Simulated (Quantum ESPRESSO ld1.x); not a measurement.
# Ar²⁺ in [Ne] 3s2 3p4: an all-electron calculation

What are the levels of the argon ion Ar2+, how large are its shells, and how does its energy divide?

The numbers are computed with Quantum ESPRESSO ld1.x 7.5 (non-relativistic Kohn-Sham, LDA (Slater exchange, Perdew-Zunger correlation), spin-polarised, spherical densities, point nucleus; open shells are filled with parallel spins first), except any that are marked as measured or tabulated.

**1. What is computed**

- element: argon (Z = 18)
- charge: +2
- electrons: 16
- configuration: [Ne] 3s2 3p4

The outer shells:

Ar²⁺
```
[Ne] core
3s [↑↓]
3p [↑↓][↑ ][↑ ]
```

**2. The calculation**

The input, ld1.in:

```fortran
 &input
    zed=18.0,
    iswitch=1,
    rel=0,
    lsd=1,
    dft='PZ',
    config='[Ne] 3s2 3p4',
    verbosity='high',
    prefix='ld1',
    max_out_wfc=37,
    file_charge='ld1.rho',
 /
```

**Question.** What will this run give?

The runs gave:

```
                        quantity                     value
                    total energy         -524.3253 hartree
exchange-correlation share of it                    5.42 %
                            −T/E                    0.9983
          highest occupied level       3p down, -34.290 eV
    most extended occupied level  3p down, <r> = 1.48 bohr
 radius at density 0.001 e/bohr³                 3.19 bohr
    maxima of the radial density                         3
         ionisation energy, NIST      40.74 (semi-emp.) eV
```

**Reading.** 3 principal shells are occupied and 3 maxima appear in the radial density. The ratio −T/E is 0.9983; for a non-relativistic Coulomb system it is 1 up to the kinetic part of correlation. The top level binds by 34.290 eV, 84 % of the NIST ionisation energy of 40.74 eV; the potential of a semilocal functional falls off too fast, so its top eigenvalue is too shallow. Open shells are spherical and high-spin; term and fine-structure splittings are not resolved.
